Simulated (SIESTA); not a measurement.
KSrNbBiO6:

```
Bi Nb Sr K O
1.0
     0.00000    4.23233    4.23233
     4.23233    0.00000    4.23233
     4.23233    4.23233    0.00000
Bi Nb Sr K O
1 1 1 1 6
Direct
  0.00000 0.00000 0.00000
  0.50000 0.50000 0.50000
  0.25000 0.25000 0.25000
  0.75000 0.75000 0.75000
  0.73713 0.73713 0.26287
  0.26287 0.26287 0.73713
  0.73713 0.26287 0.73713
  0.26287 0.73713 0.26287
  0.26287 0.73713 0.73713
  0.73713 0.26287 0.26287
```

The cell comes from a database or a generator and needn't be the stable form of this composition.

```yaml
Program: SIESTA 5.4.2
Task: single point
Functional: PBEsol
Potentials_or_basis: PseudoDojo 0.4 standard (PBEsol files)
Basis: DZP (energy shift 0.003 Ry; two zetas on semicore shells; d shell added on Sr, K)
Grid_cutoff: 800 Ry
Energy_shift: 0.003 Ry
k_mesh: 6 × 6 × 6
Occupations: fermi-dirac, width 0.05 eV
Spin: no spin polarisation
```

On this cell: pressure -3.3 GPa; largest force 0.284 eV/Å; band gap on the k mesh none (metal or under the smearing width).

The same run follows on a disturbed copy (atoms moved at random, drawn with an rms of 0.05 Å):

```xyz
10
Lattice="0.0000 4.2323 4.2323 4.2323 0.0000 4.2323 4.2323 4.2323 0.0000" Properties=species:S:1:pos:R:3 pbc="T T T"
Bi    0.0495   -0.0662    0.0819
Nb    4.2653    4.2200    4.2282
Sr    2.0911    2.1219    2.1256
K     6.3631    6.3710    6.3829
O     4.2245    4.2379    6.2371
O     4.2433    4.2061    2.1944
O     4.2192    6.2265    4.2148
O     4.2074    2.2286    4.2522
O     6.2169    4.2228    4.2512
O     2.1845    4.2233    4.2370
```

Problem. What does the disturbed cell give?

Solution. The energy (extrapolated to zero smearing) moves by +16.1 meV/atom; pressure -2.7 GPa; largest force 2.043 eV/Å; band gap on the k mesh none (metal or under the smearing width).

Forces on the atoms (eV/Å):
```
Bi  -0.679  0.961 -1.670
Nb  -0.333 -0.533  1.049
Sr   0.120 -0.066  0.080
K    0.028 -0.118 -0.017
O   -0.049  0.004 -0.331
O   -0.075  0.035  1.241
O   -0.030 -0.446 -0.115
O    0.012  0.155 -0.057
O   -0.011 -0.022 -0.078
O    1.015  0.030 -0.103
```

Stress tensor (GPa, compression positive):
```
-2.46  0.31 -0.24
 0.31 -3.01  0.11
-0.24  0.11 -2.57
```

Caveats: spin-orbit coupling is left out, which moves the levels of the heavy elements; the basis of atomic orbitals isn't converged, which shifts pressures, moduli and gaps; an odd number of electrons without spin polarisation forces a metal; a magnetic or distorted state may lie lower.
